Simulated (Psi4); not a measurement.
**C2H5AlO (SMILES [CH3][Al]1[CH2][O]1) at CCSD(T)/6-31G(d) (spherical functions)**

Aim: the energy change on altering one bond length of C2H5AlO at CCSD(T)/6-31G* (spherical functions), from 2 runs. 

The calculation is run with Psi4 1.11.

## (1) The system as given

C2H5AlO: 9 atoms, total charge 0, spin state singlet. As SMILES, `[CH3][Al]1[CH2][O]1`. The shape is that of a PBE0-D4/def2-TZVP optimisation.

Bond lengths: C1–Al2 1.934 Å, Al2–C3 1.883 Å, Al2–O4 1.707 Å, C3–O4 1.488 Å, C1–H5 1.093 Å, C1–H6 1.091 Å, C1–H7 1.094 Å, C3–H8 1.091 Å, C3–H9 1.091 Å. Some angles: C1–Al2–C3 171.7°, C1–Al2–O4 139.6°, C3–Al2–O4 48.7°, Al2–C3–O4 59.5°, Al2–O4–C3 71.8°, Al2–C1–H5 110.3°, Al2–C1–H6 112.2°, Al2–C1–H7 110.1°, Al2–C3–H8 123.8°, Al2–C3–H9 123.8°.

## (2) A single-point energy at CCSD(T)/6-31G(d) (spherical functions)

Input file c2h5alo_ase.py:

```python
import numpy as np
from ase.calculators.psi4 import Psi4
from ase import Atoms

mol = Atoms(['C', 'Al', 'C', 'O', 'H', 'H', 'H', 'H', 'H'], positions=[
    [-0.670900, 1.320200, -1.081500],
    [0.051300, -0.076700, 0.044200],
    [0.678700, -1.280200, 1.349300],
    [0.789300, -1.609500, -0.097900],
    [0.039700, 1.575000, -1.872100],
    [-0.900200, 2.226000, -0.517500],
    [-1.591200, 0.976800, -1.562100],
    [0.038500, -1.980500, 1.887700],
    [1.653200, -1.197400, 1.832800],
])
calc = Psi4(atoms=mol, method='ccsd(t)', basis='6-31G*', memory='2200MB', num_threads=1, charge=0, multiplicity=1, label='c2h5alo')
calc.psi4.set_options({'puream': True, 'e_convergence': 1e-09, 'd_convergence': 1e-08, 'scf_type': 'pk', 'num_frozen_docc': 8})
mol.calc = calc

print(f'energy: {mol.get_potential_energy():.6f} eV')
```

Command:

```console
$ python c2h5alo_ase.py
```

c2h5alo.dat:

```text
[...]
  Running in c1 symmetry.
[...]
  Nuclear repulsion =  145.500629802387095
[...]
  Multiplicity = 1
[...]
  Nalpha       = 19
  Nbeta        = 19
[...]
    Number of basis functions: 70
[...]
   @RHF iter   1:  -395.20633159819579   -9.64833e-01   7.98703e-03 DIIS/ADIIS
[...]
   @RHF iter  12:  -395.37333211548946   -5.96856e-12   6.94586e-09 DIIS
[...]
    Orbital Energies [Eh]
    ---------------------
    Doubly Occupied:
       1A    -58.454739     2A    -20.506626     3A    -11.235098
       4A    -11.221986     5A     -4.885148     6A     -3.200095
       7A     -3.198463     8A     -3.196963     9A     -1.270832
      10A     -0.947992    11A     -0.840577    12A     -0.584728
      13A     -0.582695    14A     -0.570936    15A     -0.568885
      16A     -0.517288    17A     -0.457867    18A     -0.409132
      19A     -0.330716
[...]
  @RHF Final Energy:  -395.37333211548946
   => Energetics <=
    Nuclear Repulsion Energy =            145.5006298023870954
    One-Electron Energy =                -835.7863897743079633
    Two-Electron Energy =                 294.9124278564314636
    Total Energy =                       -395.3733321154894611
[...]
 Multipole Moments:
 ------------------------------------------------------------------------------------
     Multipole            Electronic (a.u.)      Nuclear  (a.u.)        Total (a.u.)
 ------------------------------------------------------------------------------------
 L = 1.  Multiply by 2.5417464519 to convert [e a0] to [Debye]
 Dipole X            :          0.8139024           -1.4534531           -0.6395507
 Dipole Y            :         -1.5896039            2.9078582            1.3182543
 Dipole Z            :          0.4035116           -0.3945048            0.0090068
 Magnitude           :                                                    1.4652306
[...]
      * MP2 total energy                      = -395.867410298363154
[...]
      * CCSD total energy                     = -395.900428442105977
[...]
      * CCSD(T) total energy                  = -395.915828217562591
```

The script printed:

```text
energy: -10773.418435 eV
```

Wall time 28 s (1 thread of AMD EPYC 7R43 (Zen 3), shared host); peak memory 0.34 GiB.

## (3) The distorted shape at the same level

Input file calc.in:

```
memory 2.2 GB

molecule molecule1 {
  0 1
  C     -1.05115827     1.63895380    -2.57664535
  Al     0.31360194    -1.00080462    -0.44938065
  C      1.49921611    -3.27509002     2.01690091
  O      1.70821982    -3.89737683    -0.71791073
  H      0.29168112     2.12045602    -4.07066282
  H     -1.70113146     4.20653035    -0.97793327
  H     -2.79027322     0.99002185    -3.48484773
  H      0.28941345    -4.59846522     3.03432946
  H      3.34075422    -3.11862069     2.93058349
  units bohr
  symmetry c1
  no_reorient
  no_com
}

set reference rhf
set puream true
set e_convergence 1e-09
set d_convergence 1e-08
set scf_type pk
set num_frozen_docc 8

e_tot, wfn = energy("ccsd(t)/6-31G*", return_wfn=True)
print_variables()
```

Command:

```console
$ psi4 -i calc.in -o calc.out -n 1
```

calc.out:

```text
[...]
  Running in c1 symmetry.
[...]
  Nuclear repulsion =  143.873077733336231
[...]
  Multiplicity = 1
[...]
  Nalpha       = 19
  Nbeta        = 19
[...]
    Number of basis functions: 70
[...]
   @RHF iter   1:  -395.10752179981898   -1.12979e+00   8.00475e-03 ADIIS/DIIS
[...]
   @RHF iter  13:  -395.28922284571468   -2.72848e-12   3.20597e-09 DIIS
[...]
    Orbital Energies [Eh]
    ---------------------
    Doubly Occupied:
       1A    -58.462060     2A    -20.510196     3A    -11.274352
       4A    -11.237107     5A     -4.891737     6A     -3.206856
       7A     -3.204977     8A     -3.203796     9A     -1.274183
      10A     -0.923938    11A     -0.842783    12A     -0.587846
      13A     -0.586176    14A     -0.581398    15A     -0.522829
      16A     -0.492231    17A     -0.435625    18A     -0.412164
      19A     -0.333637
[...]
  @RHF Final Energy:  -395.28922284571468
   => Energetics <=
    Nuclear Repulsion Energy =            143.8730777333362312
    One-Electron Energy =                -832.3568188340011602
    Two-Electron Energy =                 293.1945182549502533
    Total Energy =                       -395.2892228457146757
[...]
 Multipole Moments:
 ------------------------------------------------------------------------------------
     Multipole            Electronic (a.u.)      Nuclear  (a.u.)        Total (a.u.)
 ------------------------------------------------------------------------------------
 L = 1.  Multiply by 2.5417464519 to convert [e a0] to [Debye]
 Dipole X            :        -20.4438941           19.8613749           -0.5825192
 Dipole Y            :         55.5119263          -54.4063697            1.1055566
 Dipole Z            :         17.4082607          -17.5122318           -0.1039711
 Magnitude           :                                                    1.2539513
[...]
      * MP2 total energy                      = -395.789075799917384
[...]
      * CCSD total energy                     = -395.827572768161076
[...]
      * CCSD(T) total energy                  = -395.844595935066934
[...]
```

It took 31 s on 1 thread of AMD EPYC 7R43 (Zen 3), shared host; peak memory 0.35 GiB.

## (4) Outcome

At CCSD(T)/6-31G* (spherical functions), 8 core orbitals frozen:

| quantity | value |
| --- | --- |
| first shape: total energy | -395.91583 Eh |
| first shape: HOMO energy (Hartree–Fock orbitals) | -9.00 eV |
| first shape: LUMO energy (Hartree–Fock orbitals) | 2.26 eV |
| first shape: HOMO–LUMO gap (Hartree–Fock orbitals) | 11.26 eV |
| first shape: correlation energy (8 core orbitals frozen) | -542.5 mEh |
| first shape: (T) correction | -15.40 mEh |
| first shape: T1 diagnostic | 0.017 |
| distorted shape: total energy | -395.84460 Eh |
| distorted shape: HOMO energy (Hartree–Fock orbitals) | -9.08 eV |
| distorted shape: LUMO energy (Hartree–Fock orbitals) | 2.12 eV |
| distorted shape: HOMO–LUMO gap (Hartree–Fock orbitals) | 11.20 eV |
| distorted shape: correlation energy (8 core orbitals frozen) | -555.4 mEh |
| distorted shape: (T) correction | -17.02 mEh |
| distorted shape: T1 diagnostic | 0.019 |
| energy change with the C1–H6 bond stretched from 1.091 to 1.637 Å | 1.938 eV |

In words: With the C1–H6 bond stretched from 1.091 to 1.637 Å the energy rises by 1.94 eV (187 kJ/mol). The first shape isn't relaxed at this level, so the change isn't measured from a minimum. The triples (first shape) make up 2.8 % of the correlation energy. The triples (distorted shape) make up 3.1 % of the correlation energy.
